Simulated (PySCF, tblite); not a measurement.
**C3H15NSSi3: geometry, infrared bands and NMR shifts**

Wanted: the infrared bands and NMR shifts of C3H15NSSi3 (`CC(C)([SiH2]N)[SiH2]S[SiH3]`), by calculation.

The runs use tblite 0.8.0 and PySCF 2.14.0, with density-fitted response routines of our own; the level of theory stands in each step. All values are computed, except where a source is named. Atoms are numbered from 0 throughout.

## 1. The starting structure

23 atoms, charge 0, multiplicity 1; geometry from: force field or distance geometry start.

Bonds of the start (Å): C0–C1 1.52, C1–C2 1.55, C1–Si3 1.84, Si3–N4 1.77, C1–Si5 1.85, Si5–S6 2.14, S6–Si7 2.15, C0–H8 1.10, C0–H9 1.13, C0–H10 1.11, C2–H11 1.10, C2–H12 1.14, C2–H13 1.10, Si3–H14 1.48, Si3–H15 1.50, N4–H16 1.05, N4–H17 1.06, Si5–H18 1.46, Si5–H19 1.49, Si7–H20 1.48, Si7–H21 1.46, Si7–H22 1.47.

## 2. Relaxing the molecule with GFN2-xTB

What the job is given:

```
{"job": {"kind": "relax", "xc": "GFN2-xTB", "basis": "xTB"}, "charge": 0, "multiplicity": 1}
C     -0.681100     1.910500     0.237000
C     -0.586600     0.414200    -0.004300
C      0.229700    -0.123300     1.193900
Si    -2.217500    -0.432200     0.018100
N     -2.536000    -1.443100    -1.394100
Si     0.426500     0.072700    -1.516400
S      1.860600    -1.455000    -1.067500
Si     3.517400    -0.740000     0.096600
H     -1.144900     2.429900    -0.614800
H     -1.290500     2.004300     1.184800
H      0.357300     2.260200     0.402200
H      1.103100     0.534900     1.341500
H     -0.481700    -0.010800     2.082400
H      0.518700    -1.166700     1.022000
H     -3.320200     0.542600     0.205100
H     -2.260100    -1.332100     1.218200
H     -3.464400    -1.906100    -1.247700
H     -2.644100    -0.890400    -2.289300
H     -0.377200    -0.251300    -2.687100
H      1.231200     1.299500    -1.757900
H      3.342500     0.679000     0.474900
H      4.721100    -0.879600    -0.723800
H      3.691300    -1.490300     1.346900
```

The run is started by

```console
$ OMP_NUM_THREADS=1 python probes_run.py task.json out
```

This one command runs all jobs of the session in turn.

**Question.** This job is followed by: GFN2-xTB harmonic vibrations, gas phase; GIAO PBE0/pcSseg-1 NMR shielding, non-relativistic, gas phase. Predict these results of the whole session: strongest single infrared mode (GFN2-xTB); zero-point energy (GFN2-xTB); ¹³C shifts against TMS (PBE0/pcSseg-1, means over atoms taken as alike); ¹H shifts against TMS (PBE0/pcSseg-1, means over atoms taken as alike); ²⁹Si shifts against TMS (PBE0/pcSseg-1); ¹⁵N shifts against NH3 (PBE0/pcSseg-1); ³³S shifts against CS2 (PBE0/pcSseg-1); surface potential, 1st and 99th percentile.

The runs gave:

| quantity | value |
| --- | --- |
| strongest single infrared mode (GFN2-xTB) | 711 cm⁻¹, 674 km/mol |
| zero-point energy (GFN2-xTB) | 105.2 kcal/mol |
| ¹³C shifts against TMS (PBE0/pcSseg-1, means over atoms taken as alike) | 20.9, 14.4 ppm |
| ¹H shifts against TMS (PBE0/pcSseg-1, means over atoms taken as alike) | 4.84, 4.78, 4.74, 1.07, 0.09 ppm |
| ²⁹Si shifts against TMS (PBE0/pcSseg-1) | -8.2, -24.3, -48.8 ppm |
| ¹⁵N shifts against NH3 (PBE0/pcSseg-1) | 7.4 ppm |
| ³³S shifts against CS2 (PBE0/pcSseg-1) | -323 ppm |
| surface potential, 1st and 99th percentile | -1.14 V and 1.51 V |

**Reading.** Relaxing lowered the energy by 0.928 eV in 220 steps; the close pair that moved most is C1–Si3, from 1.838 to 1.917 Å. The lowest mode is slightly imaginary (7i cm⁻¹), a soft motion within the noise of the Hessian, so the minimum is not strictly shown. The strongest single mode, at 711 cm⁻¹, is carried by H18, H19, H14, H15. GFN2-xTB is a fitted tight-binding method: band positions and strengths are rough. Its intensities can rank the bands wrongly.
